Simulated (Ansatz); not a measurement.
# CaZr2N2: from a guess to a relaxed structure

Aim: relax a trial structure of CaZr2N2 and see where it ends.

Program: Ansatz 0.2.0. Level of theory: DFT PBE, scalar-relativistic, plane waves, PAW. These are calculated values, not measurements.

### Step 1. Starting point

Symmetry: P4mm, No. 99, tetragonal system. The conventional cell has a = 4.029 Å, b = 4.029 Å, c = 5.012 Å, α = 90.00°, β = 90.00°, γ = 90.00°. Around Ca (site symmetry 4mm) lie 4 Zr at 2.78 Å and 8 N at 2.86 to 3.01 Å. Around Zr (site symmetry 2mm) lie 4 N at 2.60 to 2.92 Å and 2 Ca at 2.78 Å and 4 Zr at 2.85 Å. N (site symmetry 4mm) is surrounded by 1 N at 1.26 Å.

As a file:

```
CELL_PARAMETERS angstrom
4.02853 0.00000 0.00000
0.00000 4.02853 0.00000
0.00000 0.00000 5.01189
ATOMIC_POSITIONS crystal
Ca 0.00000 0.00000 0.38916
Zr 0.50000 0.00000 0.00619
Zr 0.00000 0.50000 0.00619
N 0.50000 0.50000 0.58485
N 0.50000 0.50000 0.33350
```

A structure generator made this guess: random cell by space group and Wyckoff sites (P4mm, No. 99). Lengths come from tabulated atomic sizes and are only a guess.

### Step 2. Probe: one point on a coarse mesh

Input file input.yaml:

```yaml
crystal:
  lattice:
    - [4.02853469, 0.0, 0.0]
    - [0.0, 4.02853469, 0.0]
    - [0.0, 0.0, 5.01189329]
  atoms:
    - { symbol: Ca, position: [0.0, 0.0, 0.389163] }
    - { symbol: Zr, position: [0.5, 0.0, 0.00618999] }
    - { symbol: Zr, position: [0.0, 0.5, 0.00618999] }
    - { symbol: "N", position: [0.5, 0.5, 0.58484828] }
    - { symbol: "N", position: [0.5, 0.5, 0.33349926] }
basis:
  ecutwfc: 420
kpoints:
  mp_grid: { grid: [4, 4, 4] }
hamiltonian:
  xc: pbe
scf:
  occupations: { method: gaussian, width: 0.1 }
  lower_state_search: "off"
output:
  forces: true
  stress: true
  eigenvalues: true
```

Command:

```bash
ansatz run input.yaml --threads 1 --pin off --max-ram 2560MiB --backend cpu --events-out ev --progress --plain --runs-dir out
```

Further runs follow: a loose first relaxation; spin check on a coarse mesh; relaxation on the finer mesh.

What does the calculation give? Wanted: conventional cell; volume; energy over the elements; gap on the mesh.

**Answer**, as computed:

| quantity | value |
| --- | --- |
| symmetry at the end (tolerance 0.05 Å) | space group P4/mmm (No. 123) |
| conventional cell | a = 3.772 Å, b = 3.772 Å, c = 5.993 Å, α = 90.00°, β = 90.00°, γ = 90.00° |
| volume | 17.05 Å³/atom |
| energy over the elements (uncorrected; H, N, O, F and Cl as molecules) | -0.38 eV/atom |
| gap on the mesh | none (metal) |

In words: The symmetry goes from space group P4mm (No. 99) to space group P4/mmm (No. 123), and the volume per atom grows by 4.8 % from the first guess. A negative formation energy is needed for stability but isn't enough; other structures and compounds were not set against it here. No finished test with a distortion of lower symmetry is shown, so the end may be a saddle point. Other magnetic orders were not searched.
